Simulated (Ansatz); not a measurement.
# C2H6GaNO: from a rough start to a stationary point

Aim: relax C2H6GaNO from a cheap starting geometry, check the end point by its vibrations and derive ideal-gas thermochemistry, and look at its orbitals and charge.

Program: Ansatz 0.2.0, Gaussian basis. Level of theory: RKS PBE0-D4/def2-TZVP. These are calculated values, not measurements.

Plan: relaxation at PBE0-D4/def2-TZVP; harmonic vibrations at the same level; a single point in def2-TZVPP for the fields.

**1. The system as given**

SMILES `NC=C[O][GaH2]`, 11 atoms, charge 0, spin multiplicity 1.

Atoms are counted from 1 here; the program's logs count them from 0.

Bond lengths: N1–C2 1.456 Å, N1–H6 1.022 Å, N1–H7 1.023 Å, C2–C3 1.331 Å, C2–H8 1.078 Å, C3–O4 1.330 Å, C3–H9 1.086 Å, O4–Ga5 1.833 Å, Ga5–H10 1.541 Å, Ga5–H11 1.544 Å. Angles: C2–N1–H6 110.1°, C2–N1–H7 109.7°, H6–N1–H7 106.5°, N1–C2–C3 116.7°, N1–C2–H8 118.9°, C3–C2–H8 124.4°, C2–C3–O4 122.7°, C2–C3–H9 121.5°, O4–C3–H9 115.8°, C3–O4–Ga5 113.9°, O4–Ga5–H10 114.9°, O4–Ga5–H11 115.5°, H10–Ga5–H11 122.1°.

As a file:

| atom | x (Å) | y (Å) | z (Å) |
| --- | --- | --- | --- |
| N1 | 0.10995 | 0.67821 | 0.83493 |
| C2 | -0.02855 | -0.76535 | 0.96810 |
| C3 | -0.26516 | -1.44829 | -0.14941 |
| O4 | -0.37417 | -0.86291 | -1.33856 |
| Ga5 | 0.10365 | 0.90692 | -1.34049 |
| H6 | 0.94820 | 0.99718 | 1.32451 |
| H7 | -0.68312 | 1.14301 | 1.28453 |
| H8 | 0.05140 | -1.20835 | 1.94781 |
| H9 | -0.39262 | -2.52704 | -0.13942 |
| H10 | -1.03955 | 1.88646 | -1.66727 |
| H11 | 1.56996 | 1.20015 | -1.72474 |

The start is a GFN2-xTB geometry.

**2. Optimising with PBE0-D4/def2-TZVP**

File in.yaml:

```yaml
crystal:
  periodic: [false, false, false]
  atoms:
    - {symbol: N, position_ang: [0.109950, 0.678210, 0.834930]}
    - {symbol: C, position_ang: [-0.028550, -0.765350, 0.968100]}
    - {symbol: C, position_ang: [-0.265160, -1.448290, -0.149410]}
    - {symbol: O, position_ang: [-0.374170, -0.862910, -1.338560]}
    - {symbol: Ga, position_ang: [0.103650, 0.906920, -1.340490]}
    - {symbol: H, position_ang: [0.948200, 0.997180, 1.324510]}
    - {symbol: H, position_ang: [-0.683120, 1.143010, 1.284530]}
    - {symbol: H, position_ang: [0.051400, -1.208350, 1.947810]}
    - {symbol: H, position_ang: [-0.392620, -2.527040, -0.139420]}
    - {symbol: H, position_ang: [-1.039550, 1.886460, -1.667270]}
    - {symbol: H, position_ang: [1.569960, 1.200150, -1.724740]}
basis:
  gaussian: {orbitals: def2-TZVP}
hamiltonian: {xc: pbe0, dispersion: d4}
relax: {f_tol: 0.005, max_steps: 150}
```

The run is started by

```sh
$ ansatz run in.yaml --threads 4 --pin off --events-out ev --progress --plain --max-ram 10444MiB
```

Further steps of the session: Harmonic vibrations; A single point for the fields.

Before running them: what should the planned runs give, taken together? Wanted: point group; shift from the start; total energy; dispersion term; dipole moment; lowest, highest wavenumber; zero-point energy; HOMO, LUMO.

As calculated:

```
                  quantity            value
               point group               Cs
                     steps               10
shift from the start (rms)          0.125 Å
              total energy   -58076.3225 eV
           dispersion term         -219 meV
             dipole moment           4.04 D
lowest, highest wavenumber   101, 3547 cm⁻¹
         zero-point energy    50.2 kcal/mol
       entropy at 298.15 K  325.2 J/(mol K)
                HOMO, LUMO   -6.31, 0.07 eV
```

**Reading.** The atoms moved 0.13 Å (rms) from the start; the bond that changed most is N1–Ga5, from 2.187 to 2.107 Å. The bonds at the end are not those of the start, so the run found another structure. All wavenumbers are real, so the end point is a minimum. The stiffest mode, 3547 cm⁻¹, is an N–H stretch. Harmonic hybrid wavenumbers usually lie a few per cent above measured fundamentals. The largest Mulliken charge, -0.38 e, sits on O4. The HOMO lies mostly on C2 39 %; O4 29 % and the LUMO on H6, H7 about 26 % each; Ga5 11 %.
